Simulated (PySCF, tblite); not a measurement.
# C₅H₁₁F₂NSi: geometry, infrared bands and NMR shifts

Aim: predict the infrared bands and NMR shifts of C₅H₁₁F₂NSi (`CN(C)[Si@@H](F)C/C=C\F`).

The runs use tblite 0.8.0 and PySCF 2.14.0, with density-fitted response routines of our own; the level of theory stands in each step. All values are computed, except where a source is named. Atoms are numbered from 0 throughout.

## (1) Starting geometry

20 atoms, charge 0, multiplicity 1; geometry from: force field or distance geometry start.

Bonds of the start (Å): C0–N1 1.43, N1–C2 1.47, N1–Si3 1.76, Si3–F4 1.69, Si3–C5 1.83, C5–C6 1.48, C6–C7 1.35, C7–F8 1.36, C0–H9 1.14, C0–H10 1.12, C0–H11 1.08, C2–H12 1.09, C2–H13 1.10, C2–H14 1.14, Si3–H15 1.49, C5–H16 1.12, C5–H17 1.14, C6–H18 1.09, C7–H19 1.09.

## (2) Geometry optimisation with GFN2-xTB

Job settings and geometry (Å):

```
{"job": {"kind": "relax", "xc": "GFN2-xTB", "basis": "xTB"}, "charge": 0, "multiplicity": 1}
C     -1.504600     1.203900    -0.290400
N     -1.174800    -0.161100    -0.569700
C     -2.444700    -0.885200    -0.456600
Si    -0.118400    -0.933200     0.606700
F      0.158000    -2.517700     0.099900
C      1.505200    -0.154700     0.917700
C      2.459000    -0.172700    -0.214200
C      2.954000     0.957000    -0.757500
F      2.569900     2.167900    -0.269400
H     -2.442500     1.396200    -0.904000
H     -1.837300     1.326000     0.767200
H     -0.789000     1.947900    -0.623700
H     -2.305000    -1.939900    -0.216900
H     -3.106700    -0.677600    -1.307200
H     -2.932100    -0.429000     0.463600
H     -0.853600    -0.997100     1.901300
H      1.425800     0.886000     1.326300
H      2.003600    -0.779300     1.725500
H      2.776100    -1.140200    -0.611700
H      3.651800     0.913500    -1.589800
```

Started as:

```bash
OMP_NUM_THREADS=1 python probes_run.py task.json out
```

One launch serves the whole session: the jobs run in the order shown.

**Question.** This job is followed by: GFN2-xTB harmonic vibrations, gas phase; GIAO PBE0/pcSseg-1 NMR shielding, non-relativistic, gas phase. What will the session give for the following? strongest single infrared mode (GFN2-xTB); zero-point energy (GFN2-xTB); ¹³C shifts against TMS (PBE0/pcSseg-1, means over atoms taken as alike); ¹H shifts against TMS (PBE0/pcSseg-1, means over atoms taken as alike); ¹⁵N shifts against NH3 (PBE0/pcSseg-1); ²⁹Si shifts against TMS (PBE0/pcSseg-1); ¹⁹F shifts against CFCl3 (PBE0/pcSseg-1); surface potential, 1st and 99th percentile.

**Answer**, as computed:

| quantity | value |
| --- | --- |
| strongest single infrared mode (GFN2-xTB) | 2246 cm⁻¹, 324 km/mol |
| zero-point energy (GFN2-xTB) | 96.8 kcal/mol |
| ¹³C shifts against TMS (PBE0/pcSseg-1, means over atoms taken as alike) | 156.9, 112.8, 38.1, 15.4 ppm |
| ¹H shifts against TMS (PBE0/pcSseg-1, means over atoms taken as alike) | 6.90, 5.22, 5.18, 2.58, 2.33, 1.43 ppm |
| ¹⁵N shifts against NH3 (PBE0/pcSseg-1) | 31.2 ppm |
| ²⁹Si shifts against TMS (PBE0/pcSseg-1) | -6.4 ppm |
| ¹⁹F shifts against CFCl3 (PBE0/pcSseg-1) | -132.9, -192.1 ppm |
| surface potential, 1st and 99th percentile | -1.13 V and 1.14 V |

What this shows: The optimisation took 132 steps and gained 1.032 eV; among the close pairs (by a distance rule), Si3–C5 changed most, from 1.827 to 1.906 Å. No mode is imaginary among the 54: a minimum at this level. The strongest single mode, at 2246 cm⁻¹, moves mainly H15. Unscaled tight-binding wavenumbers are off by several per cent, some by more. Its intensities can rank the bands wrongly. At PBE0/pcSseg-1: The largest span, 219 ppm, is at F8, where the paramagnetic term is -173 ppm.
